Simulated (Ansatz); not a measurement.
**C2H7MoNOS2: how energies converge with the basis set**

Aim: see how fast density functionals converge with the basis set for C2H7MoNOS2.

Computed with Ansatz 0.2.0, Gaussian basis. Level: one geometry, several basis sets.

Plan: PBE0-D4/def2-SVP; ωB97M-V/def2-SVP; PBE0-D4/def2-QZVPP; ωB97M-V/def2-QZVPP; the functionals' def2-TZVPP values are taken from earlier runs.

## Step 1: Structure used throughout

The geometry comes from an earlier relaxation with PBE0-D4 in a triple-zeta def2 set; it is a stationary point, not always the lowest conformer. Mo takes the def2 core potential; no spin-orbit term is included.

SMILES `C[N](C)[Mo]([OH])(=[S])=[S]`, 14 atoms, charge 0, spin multiplicity 1.

Atoms are counted from 1 here; the program's logs count them from 0.

Bond lengths: C1–N2 1.452 Å, C1–H8 1.097 Å, C1–H9 1.088 Å, C1–H10 1.097 Å, N2–C3 1.451 Å, N2–Mo4 1.906 Å, C3–H11 1.097 Å, C3–H12 1.087 Å, C3–H13 1.097 Å, Mo4–O5 1.880 Å, Mo4–S6 2.109 Å, Mo4–S7 2.107 Å, O5–H14 0.961 Å. Angles: N2–C1–H8 110.1°, N2–C1–H9 111.2°, N2–C1–H10 110.1°, H8–C1–H9 108.7°, H8–C1–H10 108.3°, H9–C1–H10 108.5°, C1–N2–C3 112.0°, C1–N2–Mo4 122.4°, C3–N2–Mo4 125.6°, N2–C3–H11 110.0°, N2–C3–H12 110.9°, N2–C3–H13 110.1°, H11–C3–H12 108.9°, H11–C3–H13 108.1°, H12–C3–H13 108.8°, N2–Mo4–O5 108.4°, N2–Mo4–S6 108.7°, N2–Mo4–S7 108.5° and more.

## Step 2: PBE0-D4 in def2-SVP

File in.yaml:

```yaml
crystal:
  periodic: [false, false, false]
  atoms:
    - {symbol: C, position_ang: [-1.563178, 0.264356, 0.190733]}
    - {symbol: N, position_ang: [-0.242932, -0.202662, -0.191000]}
    - {symbol: C, position_ang: [-0.271730, -1.564602, -0.689513]}
    - {symbol: Mo, position_ang: [1.313722, 0.882932, -0.018148]}
    - {symbol: O, position_ang: [1.954603, 0.726517, 1.741972]}
    - {symbol: S, position_ang: [0.791669, 2.883650, -0.433313]}
    - {symbol: S, position_ang: [2.768739, 0.183299, -1.372679]}
    - {symbol: H, position_ang: [-1.976128, -0.376856, 0.978625]}
    - {symbol: H, position_ang: [-1.526620, 1.288048, 0.557490]}
    - {symbol: H, position_ang: [-2.239582, 0.227733, -0.672304]}
    - {symbol: H, position_ang: [-0.942025, -1.632707, -1.555439]}
    - {symbol: H, position_ang: [0.721671, -1.890243, -0.986878]}
    - {symbol: H, position_ang: [-0.648056, -2.241935, 0.086489]}
    - {symbol: H, position_ang: [1.859837, 1.452479, 2.363954]}
basis:
  gaussian: {orbitals: def2-SVP}
hamiltonian: {xc: pbe0, dispersion: d4}
output: {orbitals: {seedname: orbitals}}
```

The runs that follow: ωB97M-V in def2-SVP; PBE0-D4 in def2-QZVPP; ωB97M-V in def2-QZVPP.

Q: Predict the results of all the runs planned. Wanted: PBE0-D4: double and triple zeta above quadruple; ωB97M-V: double and triple zeta above quadruple.

**Answer**, as computed:

```
                                       quantity           value
PBE0-D4: double and triple zeta above quadruple  15.78, 1.09 eV
ωB97M-V: double and triple zeta above quadruple  15.94, 1.04 eV
```

What this shows: For PBE0-D4 the step from double to triple zeta gains 14.70 eV and the next only 1.09 eV. These are total energies; as a rule much of such shifts cancels in differences, which this series doesn't test.
